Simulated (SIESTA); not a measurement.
## In3SbTe2 under changes of volume

One of the cells (31.051 Å³/atom); the others are scaled copies at fixed shape and fractional positions:

```
Te Sb In
1.0
     4.45742    0.00000    0.00000
    -2.22871    3.86024    0.00000
     0.00000    0.00000   10.82768
Te Sb In
2 1 3
Direct
  0.66667 0.33333 0.32831
  0.33333 0.66667 0.67169
  0.00000 0.00000 0.00000
  0.66667 0.33333 0.84307
  0.33333 0.66667 0.15693
  0.00000 0.00000 0.50000
```

The cell comes from a database or a generator and needn't be the stable form of this composition.

| Quantity | Value |
| --- | --- |
| Program | SIESTA 5.4.2 |
| Functional | PBEsol |
| Potentials or basis | PseudoDojo 0.4 standard (PBEsol files) |
| Basis | DZP (energy shift 0.003 Ry; two zetas on semicore shells) |
| Grid cutoff | 500 Ry |
| Energy shift | 0.003 Ry |
| k mesh | 7 × 7 × 3 |
| Occupations | fermi-dirac, width 0.05 eV |
| Spin | no spin polarisation |

| volume (Å³/atom) | energy over the lowest point (meV/atom) | pressure (GPa) | largest force (eV/Å) |
| --- | --- | --- | --- |
| 28.616 | 0.00 | 0.4 | 0.217 |
| 29.225 | 0.38 | -0.6 | 0.212 |
| 29.834 | 4.40 | -1.5 | 0.206 |
| 31.051 | 21.97 | -3.0 | 0.185 |
| 31.660 | 34.62 | -3.6 | 0.176 |
| 32.269 | ? | ? | ? |

Question: What does the run at 32.269 Å³/atom give?

Answer: Energy over the lowest point 49.53 meV/atom; pressure -4.2 GPa; largest force 0.167 eV/Å.

Worked out: A Birch-Murnaghan fit of order 3 (a polynomial in V^(-2/3)) to the other rows has its minimum at 28.87 Å³/atom with B0 = V·E''(V) = 50 GPa and B' = 5.4 at fixed shape and positions, which overstates the stiffness. It gives 49.46 meV/atom at 32.269 Å³/atom, against the run's 49.53, and -dE/dV = -4.2 GPa, against -4.2.

Energies are extrapolated to zero smearing.

Caveats: the basis of atomic orbitals isn't converged, which shifts pressures, moduli and gaps.
